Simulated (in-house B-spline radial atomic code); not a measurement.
# Ta⁴²⁺: excited configurations

Wanted: excitation energies of Ta⁴²⁺ as differences of total energies (ΔSCF).

Method: non-relativistic Hartree-Fock, average of configuration, point nucleus, basis-set limit. Code: in-house B-spline radial atomic code version 1.

## (1) What is computed

```
element       : tantalum (Z = 73)
charge        : +42
electrons     : 31
configuration : [Ar] 3d10 4s2 4p1
Hamiltonian   : non-relativistic
nucleus       : point
```

The outer shells:

[Ar] 3d10 4s2 4p1
```
[Ar] core
3d [↑↓][↑↓][↑↓][↑↓][↑↓]
4s [↑↓]
4p [↑ ][  ][  ]
```

The boxes draw the filling by Hund's rule, which heavy ions in jj coupling don't follow; these runs average over all states of the configuration.

Input settings:

```ini
Z = 73
electrons = 31.0
configuration = [Ar] 3d10 4s2 4p1
hamiltonian = nr
method = hf
spin_polarised = False
```

The reference is known from an earlier run: -13654.672942 hartree in all. Up to eight levels, counted from the top:

| orbital | occupation | energy (eV) | <r> (bohr) |
| --- | --- | --- | --- |
| 1s | 2 | -64501.9 | 0.02075 |
| 2s | 2 | -12345.6 | 0.08750 |
| 2p | 6 | -11899.0 | 0.07413 |
| 3s | 2 | -4282.01 | 0.2178 |
| 3p | 6 | -4077.13 | 0.2081 |
| 3d | 10 | -3711.23 | 0.1823 |
| 4s | 2 | -2075.10 | 0.4297 |
| 4p | 1 | -1997.86 | 0.4256 |

## (2) Run with [Ne] 3s2 3p5 3d10 4s2 6d1 6g1

Input settings:

```ini
Z = 73
electrons = 31.0
configuration = [Ne] 3s2 3p5 3d10 4s2 6d1 6g1
hamiltonian = nr
method = hf
spin_polarised = False
```

## (3) Configuration [Ar] 3d10 4s1 5d1 5f1

Input settings:

```ini
Z = 73
electrons = 31.0
configuration = [Ar] 3d10 4s1 5d1 5f1
hamiltonian = nr
method = hf
spin_polarised = False
```

How far above the reference does each configuration lie (order and size, in eV)?

The runs gave:

| net move | configuration | energy above the reference (eV) | largest <r> (bohr) |
| --- | --- | --- | --- |
| 4p, 4s → 5d, 5f | [Ar] 3d10 4s1 5d1 5f1 | 1881.52 | 0.706 |
| 3p, 4p → 6d, 6g | [Ne] 3s2 3p5 3d10 4s2 6d1 6g1 | 4621.55 | 1.06 |

At the bottom stands 4p, 4s → 5d, 5f (1881.52 eV), at the top 3p, 4p → 6d, 6g (4621.55 eV). 1 of them lies more than 2 % above the ionisation threshold that Koopmans' theorem gives (1997.86 eV), where such states can decay by emitting an electron. These are averages over configurations, without correlation, not spectroscopic levels.
